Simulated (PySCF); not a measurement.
## C2AlFH2: atomic charges with X3LYP+D3

The system is C2AlFH2, in a box.

```xyz
6
Lattice="14.0000 0.0000 0.0000 0.0000 12.0000 0.0000 0.0000 0.0000 12.0000" Properties=species:S:1:pos:R:3 pbc="T T T"
C     8.4812    5.4724    5.1217
C     7.3822    5.6027    5.6491
Al    5.7990    5.9589    6.4614
F     4.5795    4.8683    6.1704
H     9.5023    5.3157    4.7181
H     5.4214    7.1607    7.3527
```

The cell isn't the ideal one: atoms moved at random, drawn with an rms of 0.05 Å.

```
Program                                    : PySCF 2.14.0
Task                                       : atomic charges
Functional                                 : X3LYP
Dispersion                                 : D3
Potentials or basis                        : def2-svp (all-electron)
k mesh                                     : 1 × 1 × 1
Occupations                                : fixed
Spin                                       : no spin polarisation
Exponents discarded below (exp_to_discard) : 0 1/bohr^2
Three-body dispersion term                 : no
conv_tol                                   : 1e-07 Ha
max_cycle                                  : 60
exxdiv                                     : ewald
Relativity                                 : none
Coulomb method                             : Gaussian density fitting (GDF)
Grid for exchange and correlation          : Becke, atom-centred
Three-centre integrals                     : read from an earlier run's file
```

| Item | Value |
| --- | --- |
| Gap between the frontier levels | 6.65 eV |
| Meta-löwdin charges | C -0.09, -0.34; Al +0.92; F -0.49; H +0.16, -0.16 e |
| Dispersion energy per atom | -0.006 eV |

Levels at points of the mesh, in eV from the valence-band top:
```tsv
k point	band 14	band 15	band 16	band 17	band 18	band 19	band 20	band 21
(0.00, 0.00, 0.00)	-2.60	-2.57	-0.97	-0.14	0.00	6.65	7.96	8.84
```

Wall time 7.9 s on 2 threads of Arm Neoverse V1, with other jobs on the host, peak memory 1.9 GiB.

Caveat: this is a molecule in a periodic box at the Γ point, so its band gap is the HOMO-LUMO gap; the energy listed adds the dispersion energy to the SCF energy of the log; population charges move with the basis; the basis of atomic orbitals isn't converged, which shifts pressures, moduli and gaps.
